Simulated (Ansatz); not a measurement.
# GdO (zincblende): a single-point run

The task is a single-point run on GdO (zincblende). The structure is shown as the input types it.

Program: Ansatz 0.2.0. Level of theory: DFT PBE+U, scalar-relativistic, plane waves, PAW. These are calculated values, not measurements.

1 further run of the same task is left out (set aside as unsound or not needed).

## Step 1: Starting point

It takes space group F-43m (No. 216, cubic). The conventional cell has a = 5.400 Å, b = 5.400 Å, c = 5.400 Å, α = 90.00°, β = 90.00°, γ = 90.00°. Around Gd (site symmetry -43m) lie 4 O at 2.34 Å. O (site symmetry -43m) has 4 Gd at 2.34 Å as nearest neighbours.

Structure file:

```cif
data_structure
_symmetry_space_group_name_H-M 'P 1'
_symmetry_Int_Tables_number 1
_cell_length_a 3.8184
_cell_length_b 3.8184
_cell_length_c 3.8184
_cell_angle_alpha 60.000
_cell_angle_beta 60.000
_cell_angle_gamma 60.000
_cell_volume 39.37
loop_
_atom_site_label
_atom_site_type_symbol
_atom_site_fract_x
_atom_site_fract_y
_atom_site_fract_z
_atom_site_occupancy
Gd1 Gd 0.00000 0.00000 0.00000 1
O1 O 0.25000 0.25000 0.25000 1
```

## Step 2: The run

The input, input.yaml:

```yaml
crystal:
  lattice:
    - [0.0, 2.7, 2.7]
    - [2.7, 0.0, 2.7]
    - [2.7, 2.7, 0.0]
  atoms:
    - { symbol: Gd, position: [0.0, 0.0, 0.0], spin: 7.0 }
    - { symbol: O, position: [0.25, 0.25, 0.25] }
basis:
  ecutwfc: 420
  ecutrho_ratio: 4
kpoints:
  mp_grid: { grid: [1, 1, 1] }
hamiltonian:
  xc: pbe
  hubbard: { sites: [{ species: Gd, l: f, u_eff: 6.0 }] }
scf:
  occupations: { method: gaussian, width: 0.05 }
  max_iter: 60
output:
  forces: true
  stress: true
magnetization:
  spin_polarized: true
```

The run is started by

```console
$ ansatz run input.yaml --threads 4 --pin off --max-ram 6144MiB --backend cpu --events-out ev --progress --plain --runs-dir out
```

Output:

```text
Warning: RAYON_NUM_THREADS=4 ignored (pool sized by the plan → 4); use --threads N
Gd: projections on atomic orbitals take those of the free atom [Kr 4d10] 4f7 5s2 5p6 5d1 6s2, of charge +0.00 (hamiltonian.pseudopotentials.projection_atoms); the dataset's partial waves leave at most 2.5e-4 of an orbital's norm unspanned inside its sphere
O: projections on atomic orbitals take those of the free atom [He] 2s2 2p4, of charge +0.00 (hamiltonian.pseudopotentials.projection_atoms); the dataset's partial waves leave at most 1.9e-8 of an orbital's norm unspanned inside its sphere
Engine: ansatz 0.2.0, aarch64-unknown-linux-gnu
Pseudopotentials: kind: paw
Pseudopotential: Gd, paw, valence charge 18, recommended cutoff 420 eV (normal), Gd.paw.azcp
Pseudopotential: O, paw, valence charge 6, recommended cutoff 420 eV (normal), O.paw.azcp
Functional definition: PBE
  parameter kappa = 0.804
  parameter beta = 0.06672455060314922
  exchange = pbe_x(kappa = kappa, mu = beta*pi^2/3)
  correlation = pbe_c(beta = beta)
Crystal: 2 atoms, lattice volume = 39.366 Å³
Basis set: ecut = 420 eV, 749 PW (Γ), exchange–correlation on 54×54×54 points (8 copies of the dense FFT grid, shifted against one another)
Bands: 20, of which v1, the nominal top of the filled ones, is band 12 counted from 1 (11 counted from 0)
Symmetry: 24 space group operations
Space group: F-43m (ITA 216), of the structure as read, at distance tolerance 3.4e-5 Å
Magnetic group: BNS 216.74 (UNI 1576), of the structure as read, at distance tolerance 3.4e-5 Å
k-points: 1
Non-local potential: Gd, projectors of the file, l = 0: 3, l = 1: 2, l = 2: 2, l = 3: 3
Non-local potential: O, projectors of the file, l = 0: 2, l = 1: 2, l = 2: 1
PAW form: soft (Blöchl's): semilocal exchange-correlation on the pseudo side does not see the compensation charge
PAW one-centre angular grid: Gd, 590 points (default); XC on 64 Gauss nodes
PAW one-centre angular grid: O, 110 points (default); XC on 64 Gauss nodes
Initial density: superposition of atomic densities (chi_scale 0.1, normalization cell, long waves kept (reshape's long-wave potential 0.00 eV rms))
Starting moments: Σ|m| = 7 μB on 1 of 2 sites
Initial wavefunctions: pseudopotential atomic-orbital guess
Functional: x = pbe(κ = 0.804, μ = 0.2195149727645171), c = pbe(β = 0.06672455060314922)
SCF iter   1: F=—  HF=-9905.295555 eV  |F-HF|=—  |Δ(HF+E_count)|=         —  Δρ=5.91e-2 (↑5.91e-2 ↓5.70e-2)  dr2=2.92e0  dr2_m=3.87e-1  M=7.271 μB ∫|m|=7.375 μB  β_m=0.30  ethr=3.10e-3  ⟨swp⟩=5.5  Hψ=196  notcnv=0
Mixer restart at iter 1: flushing history
preconditioner: auto → Kerker (q_TF=auto, 2.512 Å⁻¹)  [metal: Δε(μ)=0.025 eV  Ē_g=14.473 eV  σ=0.050 eV  W_gap=0.27  n_scr=14 (ndim 8)  ℏωp=27.8 eV  f_vac=0.000  D(μ)=21.25/eV (n_scr^D=644)]
spin=Collinear: Kerker preconditioning applied to the charge; magnetization (m = ρ↑ − ρ↓) channel mixes plain (no charge-response kernel on spin).
SCF iter   2: F=—  HF=-9904.919651 eV  |F-HF|=—  |Δ(HF+E_count)|=   3.76e-1  Δρ=4.27e-2 (↑2.99e-2 ↓4.27e-2)  dr2=3.83e-1  dr2_m=3.49e-1  M=7.934 μB ∫|m|=7.963 μB  β_m=0.48  ethr=3.10e-3  ⟨swp⟩=2.5  Hψ=88  notcnv=0  defer=2
preconditioner: auto → none  [insulator: Δε(μ)=0.130 eV  Ē_g=14.683 eV  σ=0.050 eV  W_gap=0.93  n_scr=14 (ndim 8)  ℏωp=27.8 eV  f_vac=0.000  D(μ)=4.16/eV (n_scr^D=58)  ε∞_Penn≈4.6]
SCF iter   3: F=—  HF=-9905.773364 eV  |F-HF|=—  |Δ(HF+E_count)|=   8.54e-1  Δρ=1.89e-2 (↑1.78e-2 ↓1.89e-2)  dr2=2.11e-1  dr2_m=6.68e-2  M=8.000 μB ∫|m|=8.047 μB  β_m=0.57  ethr=1.60e-3  ⟨swp⟩=2.5  Hψ=79  notcnv=0  defer=2
SCF iter   4: F=—  HF=-9905.787979 eV  |F-HF|=—  |Δ(HF+E_count)|=         —  Δρ=6.91e-3 (↑5.25e-3 ↓6.91e-3)  dr2=7.56e-3  dr2_m=1.23e-2  M=8.000 μB ∫|m|=8.063 μB  β_m=0.57  ethr=8.80e-4  ⟨swp⟩=3.0  Hψ=72  notcnv=0  defer=2
Mixer restart at iter 4: flushing history
SCF iter   5: F=—  HF=-9905.858438 eV  |F-HF|=—  |Δ(HF+E_count)|=   7.05e-2  Δρ=3.70e-3 (↑3.70e-3 ↓3.57e-3)  dr2=6.00e-3  dr2_m=2.90e-3  M=8.000 μB ∫|m|=8.051 μB  β_m=0.67  ethr=3.15e-5  ⟨swp⟩=2.5  Hψ=95  notcnv=0  defer=2
SCF iter   6: F=—  HF=-9905.879244 eV  |F-HF|=—  |Δ(HF+E_count)|=   2.08e-2  Δρ=3.42e-3 (↑3.24e-3 ↓3.42e-3)  dr2=1.63e-2  dr2_m=2.27e-4  M=8.000 μB ∫|m|=8.050 μB  β_m=0.54  ethr=2.50e-5  ⟨swp⟩=3.0  Hψ=92  notcnv=0  defer=2
SCF iter   7: F=—  HF=-9905.876104 eV  |F-HF|=—  |Δ(HF+E_count)|=   3.14e-3  Δρ=7.11e-4 (↑7.11e-4 ↓3.13e-4)  dr2=4.08e-4  dr2_m=1.68e-5  M=8.000 μB ∫|m|=8.047 μB  β_m=0.47  ethr=2.50e-5  ⟨swp⟩=2.5  Hψ=79  notcnv=0  defer=2
SCF iter   8: F=—  HF=-9905.875998 eV  |F-HF|=—  |Δ(HF+E_count)|=   1.06e-4  Δρ=1.93e-4 (↑1.93e-4 ↓1.18e-4)  dr2=1.09e-5  dr2_m=7.53e-6  M=8.000 μB ∫|m|=8.047 μB  β_m=0.70  ethr=1.70e-6  ⟨swp⟩=2.0  Hψ=61  notcnv=0  defer=2
SCF iter   9: F=—  HF=-9905.876002 eV  |F-HF|=—  |Δ(HF+E_count)|=   4.12e-6  Δρ=7.20e-5 (↑2.02e-5 ↓7.20e-5)  dr2=1.64e-6  dr2_m=6.48e-7  M=8.000 μB ∫|m|=8.046 μB  β_m=0.68  ethr=4.53e-8  ⟨swp⟩=2.5  Hψ=59  notcnv=0  defer=2
SCF iter  10: F=—  HF=-9905.876002 eV  |F-HF|=—  |Δ(HF+E_count)|=   2.52e-7  Δρ=2.76e-5 (↑1.45e-5 ↓2.76e-5)  dr2=1.58e-7  dr2_m=1.48e-7  M=8.000 μB ∫|m|=8.046 μB  β_m=0.84  ethr=6.84e-9  ⟨swp⟩=2.5  Hψ=64  notcnv=0  defer=2
SCF iter  11: F=-9905.876002 eV  HF=-9905.876002 eV  |F-HF|=3.77e-10  |Δ(HF+E_count)|=   2.54e-8  Δρ=2.70e-6 (↑2.70e-6 ↓1.76e-6)  dr2=5.04e-10  dr2_m=1.53e-9  M=8.000 μB ∫|m|=8.046 μB  ethr=4.17e-10  ⟨swp⟩=3.0  Hψ=155  notcnv=0
SCF 1 converged in 11 iterations: F = -9905.876002 eV  dr2 = 5.04e-10
SCF converged after 11 iterations
Magnetization: 8.0000 μB (16.0000 up, 8.0000 down)
Absolute magnetization: 8.0509 μB (∫|ρ↑−ρ↓|, with the PAW one-centre terms)
Spin contamination: 0.0093 ħ² per cell (⟨S²⟩ above its minimum at these occupations)
Per-site moments (μB) at R_I (Å): [(6.934694609779153, 0.9645357934649187), (-0.009980693211818326, 0.9645357934649187)]
Free energy (F): -9905.876002 eV
Harris-Foulkes:  -9905.876002 eV  (|F-HF|=3.77e-10)
Internal energy: -9905.876002 eV  (E = F + TS)
E sigma→0 (E₀):  -9905.876002 eV
Fermi energy:    10.431023 eV
--- Per-component energies (eV) ---
  E_band       = -57.575565
  E_kinetic    = 573.312675
  E_local      = -2477.823365  (includes V_loc(G=0)·N_el)
  E_nonlocal   = 334.290297
  E_hartree    = 1009.533650
  E_xc         = -308.765401
  E_vxc        = -349.428650  (∫ρ·V_xc dr)
  E_hubbard    = 0.081988  (on-site DFT+U / exact-exchange correction)
  E_vhub       = -20.886221  (the Hubbard potential's part of the band-sum identity)
  E_paw        = -6604.876677  (= ΣΔE_a)
  E_vpaw       = -136.109883  (= ΣTr[D̂ρ^β])
  E_aug_tail   = 0.002319  (compensation charges beyond the density's cutoff)
  E_ewald      = -2431.631488
  E_smearing   = -0.000000  (= −TS)
  E_closure    = -0.000000  (closes the sum)
  Σ components = -9905.876002   (vs F -9905.876002, Δ=0.00e0)
--- Forces (eV/Å), atoms counted from 1 ---
  atom   1  Gd    -0.00000000     0.00000000     0.00000000
  atom   2  O     -0.00000000     0.00000000     0.00000000
  max |Σ_I F_I| component: 2.92e-23 eV/Å
--- Stress (GPa, compression-positive) ---
      -16.944603       0.000000      -0.000000
        0.000000     -16.944603       0.000000
       -0.000000       0.000000     -16.944603
  P = ⅓ Tr σ = -16.9446 GPa (-169.446 kbar)
Occupation matrices written to <dir>
```

It took 0.79 s on 4 threads of Arm Neoverse V1, shared host; peak memory 0.32 GiB.

## Step 3: Can this be trusted?

The program finished normally, with warnings (stability check not made). It gives a pressure of -17 GPa, which is large.

The suspect setting: kpoints.mp_grid.grid is [1, 1, 1]. One k-point can't sample the Brillouin zone of so small a cell.

To check: set kpoints.mp_grid.grid to [8, 8, 8].

## Step 4: A check with that setting changed

Other changes include scf.max_iter, scf.lower_state_search, output requests, the start file.

Edit input.yaml of step 2 so:

```diff
@@ -12,3 +12,3 @@
 kpoints:
-  mp_grid: { grid: [1, 1, 1] }
+  mp_grid: { grid: [8, 8, 8] }
 hamiltonian:
@@ -18,3 +18,3 @@
   occupations: { method: gaussian, width: 0.05 }
-  max_iter: 60
+  lower_state_search: "off"
 output:
@@ -22,3 +22,12 @@
   stress: true
+  eigenvalues: true
+  populations: true
+  hubbard: { sites: [{ species: Gd, l: f }] }
 magnetization:
   spin_polarized: true
+checkpoint:
+  read: start.run
+  write: ck
+  compress: false
+  write_wavefunctions: false
+  write_every: 100000
```

The run is started by

```console
$ ansatz run input.yaml --threads 4 --pin off --max-ram 6144MiB --backend cpu --events-out ev --progress --plain --runs-dir out
```

The main lines of its log:

```text
[...]
Basis set: ecut = 420 eV, 749 PW (Γ), exchange–correlation on 54×54×54 points (8 copies of the dense FFT grid, shifted against one another)
[...]
Magnetic group: BNS 216.74 (UNI 1576), of the structure as read, at distance tolerance 3.4e-5 Å
k-points: 29 of 512 (time reversal used)
[...]
SCF iter   1: F=—  HF=-9902.336309 eV  |F-HF|=—  |Δ(HF+E_count)|=         —  Δρ=3.00e-4 (↑3.00e-4 ↓2.70e-4)  dr2=3.82e-5  dr2_m=2.15e-5  M=7.941 μB ∫|m|=7.943 μB  β_m=0.30  ethr=2.91e-7  ⟨swp⟩=3.1  Hψ=8173  notcnv=0
preconditioner: auto → Kerker (q_TF=auto, 2.512 Å⁻¹)  [metal: Δε(μ)=0.022 eV  Ē_g=15.123 eV  σ=0.050 eV  W_gap=0.23  n_scr=14 (ndim 8)  ℏωp=27.8 eV  f_vac=0.018  D(μ)=0.80/eV (n_scr^D=0)]
[...]
SCF iter   2: F=—  HF=-9902.336331 eV  |F-HF|=—  |Δ(HF+E_count)|=   2.25e-5  Δρ=2.03e-4 (↑2.03e-4 ↓1.80e-4)  dr2=1.37e-5  dr2_m=1.09e-5  M=7.941 μB ∫|m|=7.943 μB  β_m=0.53  ethr=1.59e-7  ⟨swp⟩=1.6  Hψ=1233  notcnv=0
[...]
SCF iter   4: F=—  HF=-9902.336365 eV  |F-HF|=—  |Δ(HF+E_count)|=   4.09e-6  Δρ=3.20e-5 (↑2.45e-5 ↓3.20e-5)  dr2=7.19e-7  dr2_m=2.03e-7  M=7.941 μB ∫|m|=7.943 μB  β_m=0.82  ethr=1.55e-8  ⟨swp⟩=2.1  Hψ=1681  notcnv=0
SCF iter   5: F=-9902.336366 eV  HF=-9902.336366 eV  |F-HF|=4.51e-9  |Δ(HF+E_count)|=   6.16e-7  Δρ=8.77e-6 (↑8.77e-6 ↓4.66e-6)  dr2=7.10e-8  dr2_m=7.19e-9  M=7.941 μB ∫|m|=7.943 μB  ethr=4.17e-10  ⟨swp⟩=4.1  Hψ=5333  notcnv=0
[...]
SCF converged after 5 iterations
Magnetization: 7.9414 μB (15.9707 up, 8.0293 down)
[...]
Free energy (F): -9902.336366 eV
[...]
E sigma→0 (E₀):  -9902.335866 eV
[...]
Fermi energy:    12.504331 eV
[...]
  P = ⅓ Tr σ = -0.1857 GPa (-1.857 kbar)
[...]
```

Run time: 2 s. Hardware: 4 threads of Arm Neoverse V1, shared host; peak memory 0.37 GiB.

```
       run     ending  energy change  pressure (GPa)  gap (eV)  abs. moment (μB)  force (eV/Å)  cycles    time
 first try  converged  -1.77 eV/atom           -16.9      1.15              8.05          0.00      11  0.79 s
second try  converged              0            -0.2      0.00              7.94          0.00       -     2 s
```

## Step 5: Outcome

| quantity | value |
| --- | --- |
| first try | converged, 11 SCF cycles |
| fault in the input | one k-point |
| second try | converged, 5 SCF cycles |
| energy (zero set by the potentials) | -9902.3364 eV |
| pressure | -0.19 GPa |
| gap on the mesh | none (metal on this mesh) |
| absolute moment | 7.94 μB |
| largest force | 0.000 eV/Å |

In words: Both runs converge, but the first lies -1.77 eV/atom from the second; on mending, the pressure goes from -16.9 to -0.2 GPa, the gap on the mesh closes (it was 1.15 eV), the absolute moment goes from 8.05 to 7.94 μB. The second, on usual settings, is the one to trust of the two, though its own convergence isn't tested here.
